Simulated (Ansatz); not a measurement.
# C₂H₉NOSi: up Jacob's ladder to CCSD(T)

Aim: compute C₂H₉NOSi with functionals from several rungs and with coupled cluster. The yardstick is the atomisation energy at the CCSD(T) limit.

Program: Ansatz 0.2.0, Gaussian basis. Level of theory: functionals in def2-TZVPP, the program's frozen cores in correlated methods. These are calculated values, not measurements.

The runs, in order: LDA (SPW92), PBE-D4, revPBE-D4, BLYP-D4, r2SCAN-D4, B97M-V, PBE0-D4, B3LYP-D4, r2SCANh-D4, r2SCAN0-D4, HSE06-D4, BHLYP-D4, CAM-B3LYP-D4, LC-ωPBE, ωB97X-V, ωB97M-V, B2PLYP, PBE-QIDH; CCSD(T)/def2-SVP; CCSD(T)/def2-TZVPP; MP2/def2-QZVPP; extrapolation to the limit; RPA on PBE.

### Step 1. The relaxed structure

The geometry comes from an earlier relaxation with PBE0-D4 in a triple-zeta def2 set; it is a stationary point, not always the lowest conformer.

SMILES `CO[SiH](C)N`, 14 atoms, charge 0, spin multiplicity 1.

Atoms are counted from 1 here; the program's logs count them from 0.

Bond lengths: C1–O2 1.404 Å, C1–H6 1.092 Å, C1–H7 1.097 Å, C1–H8 1.098 Å, O2–Si3 1.652 Å, Si3–C4 1.861 Å, Si3–N5 1.706 Å, Si3–H9 1.491 Å, C4–H10 1.094 Å, C4–H11 1.093 Å, C4–H12 1.092 Å, N5–H13 1.007 Å, N5–H14 1.007 Å. Angles: O2–C1–H6 108.6°, O2–C1–H7 111.7°, O2–C1–H8 111.9°, H6–C1–H7 108.1°, H6–C1–H8 108.2°, H7–C1–H8 108.2°, C1–O2–Si3 122.6°, O2–Si3–C4 110.3°, O2–Si3–N5 111.2°, O2–Si3–H9 106.8°, C4–Si3–N5 108.9°, C4–Si3–H9 111.3°, N5–Si3–H9 108.2°, Si3–C4–H10 110.9°, Si3–C4–H11 111.0°, Si3–C4–H12 110.9°, H10–C4–H11 107.6°, H10–C4–H12 108.3° and more.

### Step 2. LDA

This LDA is Slater exchange with PW92 correlation.

Contents of in.yaml:

```yaml
crystal:
  periodic: [false, false, false]
  atoms:
    - {symbol: C, position_ang: [-1.063056, -0.375502, 1.857993]}
    - {symbol: O, position_ang: [-0.727043, 0.554409, 0.860556]}
    - {symbol: Si, position_ang: [-0.187164, 0.101699, -0.634064]}
    - {symbol: C, position_ang: [1.522565, -0.622432, -0.512246]}
    - {symbol: N, position_ang: [-0.150695, 1.428558, -1.705727]}
    - {symbol: H, position_ang: [-1.595202, 0.146340, 2.656203]}
    - {symbol: H, position_ang: [-0.171237, -0.844121, 2.291765]}
    - {symbol: H, position_ang: [-1.715721, -1.169802, 1.473003]}
    - {symbol: H, position_ang: [-1.161880, -0.896468, -1.160638]}
    - {symbol: H, position_ang: [2.241305, 0.128434, -0.171751]}
    - {symbol: H, position_ang: [1.548005, -1.450577, 0.200749]}
    - {symbol: H, position_ang: [1.855773, -1.000941, -1.481159]}
    - {symbol: H, position_ang: [-1.008457, 1.872704, -1.990938]}
    - {symbol: H, position_ang: [0.599806, 2.098398, -1.655145]}
basis:
  gaussian: {orbitals: def2-TZVPP}
hamiltonian: {xc: lda}
output: {orbitals: {seedname: orbitals}}
```

Run with:

```bash
$ ansatz run in.yaml --threads 4 --pin off --events-out ev --progress --plain --max-ram 10444MiB
```

After this run come: PBE-D4 (GGA); revPBE-D4 (GGA); BLYP-D4 (GGA); r2SCAN-D4 (meta-GGA); B97M-V (meta-GGA); B3LYP-D4 (hybrid); r2SCANh-D4 (hybrid); r2SCAN0-D4 (hybrid); HSE06-D4 (hybrid); BHLYP-D4 (hybrid); CAM-B3LYP-D4 (range-separated); LC-ωPBE (range-separated); ωB97X-V (range-separated); ωB97M-V (range-separated); B2PLYP (double hybrid); PBE-QIDH (double hybrid); CCSD(T) in def2-SVP; CCSD(T) in def2-TZVPP; MP2 in def2-QZVPP; RPA on PBE orbitals.

**Question.** What will the summary of the whole plan be? Wanted: atomisation energy, CCSD(T)/CBS; farthest beyond LDA; mean size of error, GGA; mean size of error, meta-GGA; mean size of error, hybrid; mean size of error, range-separated; mean size of error, double hybrid; gap, smallest and largest; T1 diagnostic.

**Answer**, as computed:

| quantity | value |
| --- | --- |
| atomisation energy, CCSD(T)/CBS | 54.239 eV |
| functionals within 0.271 eV (0.5 %) | BLYP-D4, r2SCAN-D4, B97M-V, PBE0-D4, B3LYP-D4, HSE06-D4, ωB97X-V, ωB97M-V |
| farthest beyond LDA | BHLYP-D4 (-1.364 eV) |
| mean size of error, GGA | 0.468 eV |
| mean size of error, meta-GGA | 0.095 eV |
| mean size of error, hybrid | 0.511 eV |
| mean size of error, range-separated | 0.214 eV |
| mean size of error, double hybrid | 0.605 eV |
| gap, smallest and largest | 6.17 eV (BLYP-D4), 13.53 eV (LC-ωPBE) |
| T1 diagnostic | 0.0103 |
| triples share of the correlation energy | 3.5 % |

**Reading.** The LDA atomisation energy is off by 7.099 eV (13 %): it overbinds. PBE-D4 is off by +0.538 eV. Double hybrids carry the basis error of their MP2 part in triple zeta, and no dispersion term here, so their miss is partly the set-up's. The rungs meta-GGA, range-separated miss on average by less than the doubt on the reference (0.271 eV), so they tie. Misses under about 0.271 eV are within the doubt on the reference itself, which lacks core-valence correlation, relativity and higher excitations. Hartree-Fock recovers 73 % of the binding; the rest is correlation. CCSD(T) in def2-SVP is off by -3.470 eV, worse than the median functional, from the basis alone. Orbital gaps span 6.2 to 13.5 eV; exact exchange widens them.
